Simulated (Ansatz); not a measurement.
# F2Hg (Hg(F)2): the cost of one run

Computed with Ansatz 0.2.0. Level: DFT PBE, plane waves, PAW, molecule in a box with 9 Å of vacuum.

3 further runs of the same task are left out: 2 for a known fault of the program, 1 that didn't finish.

## 1. Where the work starts

3 atoms, charge 0, spin multiplicity 1.

Bond lengths: Hg1–F2 1.936 Å, Hg1–F3 1.936 Å. Angles: F2–Hg1–F3 180.0°.

As a file:

```xyz
3
F2Hg
Hg    0.00000    0.00000    0.00000
F     0.00000    0.00000    1.93615
F     0.00000    0.00000   -1.93615
```

Formal oxidation states: Hg +2. An earlier session relaxed this geometry at BP86, Hg def2-SVP with ECP60, F def2-SVP (singlet, point group D∞h).

## 2. Scalar-relativistic

input.yaml

```yaml
crystal:
  lattice:
    - [9.0, 0.0, 0.0]
    - [0.0, 9.0, 0.0]
    - [0.0, 0.0, 12.87]
  atoms:
    - { symbol: Hg, position: [0.5, 0.5, 0.50008936] }
    - { symbol: F, position: [0.5, 0.5, 0.65052836] }
    - { symbol: F, position: [0.5, 0.5, 0.34965035] }
basis:
  ecutwfc: 420
  ecutrho_ratio: 4
kpoints:
  mp_grid: { grid: [1, 1, 1] }
hamiltonian:
  xc: pbe
scf:
  occupations: { method: gaussian, width: 0.01 }
output:
  forces: true
  eigenvalues: true
  populations: true
```

Started as:

```bash
$ ansatz run input.yaml --threads 2 --pin off --max-ram 5120MiB --backend cpu --events-out ev --progress --plain --runs-dir out
```

What time and memory should one allow on 2 threads of Intel Xeon Platinum 8259CL at 2.50GHz (Skylake/Cascade Lake), shared host?

About 2.7 s, with a peak of 0.71 GiB.
